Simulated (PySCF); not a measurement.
**InSe₂: structure of the quartet**

Method: PBE0, basis In def2-SVP with ECP28, Se def2-SVP, scalar-relativistic core potentials, no spin–orbit coupling, density fitting; program: PySCF 2.14.0.

## 1. The starting structure

3 atoms, charge 0, spin multiplicity 4.

Bond lengths: In1–Se2 2.657 Å, Se2–Se3 2.348 Å. Angles: In1–Se2–Se3 119.9°.

```xyz
3
charge 0 multiplicity 4
In    0.0000    0.0000    0.0000
Se    0.0000    0.0000    2.6574
Se    2.0358    0.0000    3.8274
```

## 2. Finding the electronic state

The steps below are one call of a driver around PySCF. For each, scf.py gives the equivalent set-up of the SCF; relaxations use the driver's own optimiser. After this first run the driver tries any further starts and a stability analysis.

Input file scf.py:

```python
from pyscf import gto, scf, dft
mol = gto.M(atom='''
In     0.000000     0.000000     0.000000
Se     0.000000     0.000000     2.657400
Se     2.035800     0.000000     3.827400''',
    basis={'In': 'def2-SVP', 'Se': 'def2-SVP'},
    ecp={'In': 'def2-SVP'},
    charge=0, spin=3)
mf = dft.UKS(mol, xc='PBE0')
mf.grids.atom_grid = (50, 194)
aux = {'In': 'def2-universal-JKFIT', 'Se': 'def2-universal-JKFIT'}
mf = mf.density_fit(auxbasis=aux)
mf.conv_tol = 1e-08
mf.diis_space = 10
mf.max_cycle = 60
mf.init_guess = 'minao'
mf.verbose = 4
mf.kernel()
```

On the command line:

```sh
$ OMP_NUM_THREADS=2 python axn.py task.json out
```

Q: Estimate the wall time on 2 threads of Arm Neoverse V2, shared host.

About 21 s, with a peak of 0.39 GiB.
